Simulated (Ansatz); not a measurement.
Working through vertical spin-state energies of CH7NO2Si, SMILES N[SiH2]C(O)O

Program: the Ansatz DFT code, driven from Python.

Notebook, run cell by cell (the value of a cell's last expression is shown):

**Cell 1**
```python
import ansatz
```

**Cell 2**
```python
config = {
    "basis": "def2-SVPD",
    "functional": "hf",
}
```

**Cell 3**
```python
geometry_ang = [
    ("N", [-1.7716, -0.7241, -0.404]),
    ("Si", [-0.6866, -0.5108, 0.8506]),
    ("C", [0.895, 0.3757, 0.1869]),
    ("O", [1.7569, -0.3389, -0.7717]),
    ("O", [0.7084, 1.6464, -0.4061]),
    ("H", [-1.4465, -1.2688, -1.1414]),
    ("H", [-1.9312, 0.2367, -0.8409]),
    ("H", [-1.2916, 0.3142, 1.9056]),
    ("H", [-0.3697, -1.8571, 1.3732]),
    ("H", [1.5675, 0.515, 1.1041]),
    ("H", [1.0528, -0.5444, -1.4703]),
    ("H", [1.5935, 2.1011, -0.352]),
]
ch7no2si = ansatz.Crystal.molecule()
for symbol, xyz in geometry_ang:
    ch7no2si = ch7no2si.atom(symbol, xyz)
```

**Cell 4**
```python
calculation = (
    ch7no2si.calculation()
    .basis(gaussian=config["basis"])
    .functional(config["functional"])
)
found = {}
for unpaired in [0, 2, 4]:
    report = calculation.spin("collinear", total=unpaired).run(threads=1, backend="cpu").report
    s = unpaired / 2
    found[unpaired] = report["free_energy_ev"]
    print(f"2S+1 = {unpaired + 1}: E = {found[unpaired]:.5f} eV, <S^2> = {abs(report['mean_field']['state']['spin_squared']):.3f} (pure state {s * (s + 1):.2f})")
lowest = min(found, key=found.get)
for unpaired, e in found.items():
    print(f"multiplicity {unpaired + 1}: {23.060548 * (e - found[lowest]):.1f} kcal/mol above the lowest")
```
Output:
```text
2S+1 = 1: E = -14551.85106 eV, <S^2> = 0.000 (pure state 0.00)
2S+1 = 3: E = -14545.87401 eV, <S^2> = 2.012 (pure state 2.00)
2S+1 = 5: E = -14539.52437 eV, <S^2> = 6.021 (pure state 6.00)
multiplicity 1: 0.0 kcal/mol above the lowest
multiplicity 3: 137.8 kcal/mol above the lowest
multiplicity 5: 284.3 kcal/mol above the lowest
```

In order: multiplicity 1 (+0.00 eV), multiplicity 3 (+5.98 eV) and multiplicity 5 (+12.33 eV), all at the one geometry.

Reading the output:
- Total energies depend on the basis set; only differences at equal settings carry meaning.
- The geometry is a force-field or estimated start, not a minimum of this method, and the basis set is short of its limit. All parts are taken at fixed geometry, without zero-point energy.
- Hartree-Fock leaves correlation out, so it favours high-spin states too much.
- Finished in 110 s on 1 thread of Arm Neoverse V1, on a shared host, peak memory 0.74 GiB.
